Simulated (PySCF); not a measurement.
# C4H12MnN ([MnNMe4]2-): the cost of one run

Computed with PySCF 2.14.0 and routines of our own; the level stands in each step. Atoms count from 0.

## Step 1: The starting structure

18 atoms, charge -2, states of the metal's open shell are computed; geometry from: GFN2-xTB.

## Step 2: Ligand-field states: state-averaged CASSCF in dichloromethane

The job: settings as JSON, then the geometry in Å.

```
{"job": {"kind": "lf", "basis": {"metal": "x2c-TZVPall", "ligand": "x2c-SVPall"}, "nevpt": true, "tol": 5, "solvent": "dichloromethane"}, "charge": -2, "metal": "Mn", "open_shell": "d2"}
Mn     0.000000     0.000000     0.000000
N      1.540587    -0.001907    -0.014388
C     -0.594039    -0.001343     2.026602
H     -0.360840    -0.873631     2.665849
H     -1.709560    -0.003200     1.967796
H     -0.366281     0.872728     2.665348
C     -0.602733    -2.025417     0.002533
H     -1.717973    -1.961820     0.009182
H     -0.368538    -2.665666     0.873820
H     -0.369746    -2.666181    -0.872547
C     -0.605993    -0.000458    -2.024472
H     -0.384356    -0.873091    -2.664540
H     -0.378065     0.872226    -2.665081
H     -1.721149    -0.000510    -1.959084
C     -0.601749     2.024645     0.001512
H     -0.370362     2.665300    -0.872012
H     -0.369158     2.664775     0.873316
H     -1.717031     1.961593     0.005706
```

Level: state-averaged CASSCF of the metal d shell, SC-NEVPT2 on the averaged canonical orbitals, state-interaction spin-orbit coupling.

The run is started by

```sh
$ OMP_NUM_THREADS=1 python lf_run.py task.json out
```

The driver reads the jobs from task.json and runs them one after another.

Q: Estimate the wall time and peak memory of this first job on 1 thread of Arm Neoverse V2, shared host.

About 16 s, with a peak of 0.56 GiB.
